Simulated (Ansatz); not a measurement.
# C₂H₃FTe: a ladder of functionals and wavefunction methods

One table from this session's results is given with a row withheld; the runs are named, their logs left out.

Computed with Ansatz 0.2.0, Gaussian basis. Level: functionals in def2-TZVPP, the program's frozen cores in correlated methods.

Levels to be run: LDA (SPW92), PBE-D4, revPBE-D4, BLYP-D4, r2SCAN-D4, B97M-V, PBE0-D4, B3LYP-D4, r2SCANh-D4, r2SCAN0-D4, HSE06-D4, BHLYP-D4, CAM-B3LYP-D4, LC-ωPBE, ωB97X-V, ωB97M-V, B2PLYP, PBE-QIDH; CCSD(T)/def2-SVP; CCSD(T)/def2-TZVPP; MP2/def2-QZVPP; extrapolation to the limit; RPA on PBE.

## The relaxed structure

The geometry comes from an earlier relaxation with PBE0-D4 in a triple-zeta def2 set; it is a stationary point, not always the lowest conformer. Te takes the def2 core potential; no spin-orbit term is included.

SMILES `FC1C[Te]1`, 7 atoms, charge 0, spin multiplicity 1.

Atoms are counted from 1 here; the program's logs count them from 0.

Bond lengths: F1–C2 1.346 Å, C2–C3 1.450 Å, C2–Te4 2.183 Å, C2–H5 1.084 Å, C3–Te4 2.183 Å, C3–H6 1.083 Å, C3–H7 1.083 Å. Angles: F1–C2–C3 117.4°, F1–C2–Te4 117.6°, F1–C2–H5 111.8°, C3–C2–Te4 70.6°, C3–C2–H5 120.8°, Te4–C2–H5 112.8°, C2–C3–Te4 70.6°, C2–C3–H6 118.6°, C2–C3–H7 116.6°, Te4–C3–H6 113.4°, Te4–C3–H7 112.8°, H6–C3–H7 116.3°, C2–Te4–C3 38.8°.

Set-up of the first run:

in.yaml reads:

```yaml
crystal:
  periodic: [false, false, false]
  atoms:
    - {symbol: F, position_ang: [-1.122125, -0.980953, 0.990168]}
    - {symbol: C, position_ang: [-0.325680, -0.636009, -0.039027]}
    - {symbol: C, position_ang: [0.537208, 0.514769, 0.141624]}
    - {symbol: Te, position_ang: [-0.998200, 0.985196, -1.336948]}
    - {symbol: H, position_ang: [0.015502, -1.503538, -0.593050]}
    - {symbol: H, position_ang: [1.537430, 0.482240, -0.271975]}
    - {symbol: H, position_ang: [0.417065, 1.070296, 1.063608]}
basis:
  gaussian: {orbitals: def2-TZVPP}
hamiltonian: {xc: lda}
output: {orbitals: {seedname: orbitals}}
```

The run is started by

```
> ansatz run in.yaml --threads 2 --pin off --events-out ev --progress --plain --max-ram 4352MiB
```

Among the steps run: LDA; PBE-D4 (GGA); revPBE-D4 (GGA); BLYP-D4 (GGA); r2SCAN-D4 (meta-GGA); B97M-V (meta-GGA); PBE0-D4 (hybrid); B3LYP-D4 (hybrid); r2SCANh-D4 (hybrid); r2SCAN0-D4 (hybrid); HSE06-D4 (hybrid); BHLYP-D4 (hybrid); CAM-B3LYP-D4 (range-separated); LC-ωPBE (range-separated); ωB97X-V (range-separated); ωB97M-V (range-separated); B2PLYP (double hybrid); PBE-QIDH (double hybrid).

One table of the session follows, with a row left open; its other results are not shown here.

It belongs to the step «Orbital energies across the functionals». 

| functional | HOMO (eV) | gap (eV) |
| --- | --- | --- |
| LDA (SPW92) | -5.22 | 3.01 |
| PBE-D4 | -5.05 | 3.04 |
| revPBE-D4 | -5.00 | 3.05 |
| BLYP-D4 | -4.89 | 2.97 |
| r2SCAN-D4 | -5.27 | 3.39 |
| B97M-V | -5.28 | 3.41 |
| PBE0-D4 | -6.10 | 4.89 |
| B3LYP-D4 | -5.88 | 4.45 |
| r2SCANh-D4 | -5.65 | 4.08 |
| r2SCAN0-D4 | -6.24 | 5.12 |
| HSE06-D4 | -5.71 | 4.13 |
| BHLYP-D4 | -6.98 | 6.65 |
| CAM-B3LYP-D4 | -7.34 | 7.13 |
| LC-ωPBE | ? | ? |
| ωB97X-V | -8.31 | 9.12 |
| ωB97M-V | -8.20 | 8.89 |

Q: Estimate the row for LC-ωPBE from the others.

The run gave: HOMO (eV): -8.65; gap (eV): 9.50. In the column «HOMO (eV)» it is the lowest.
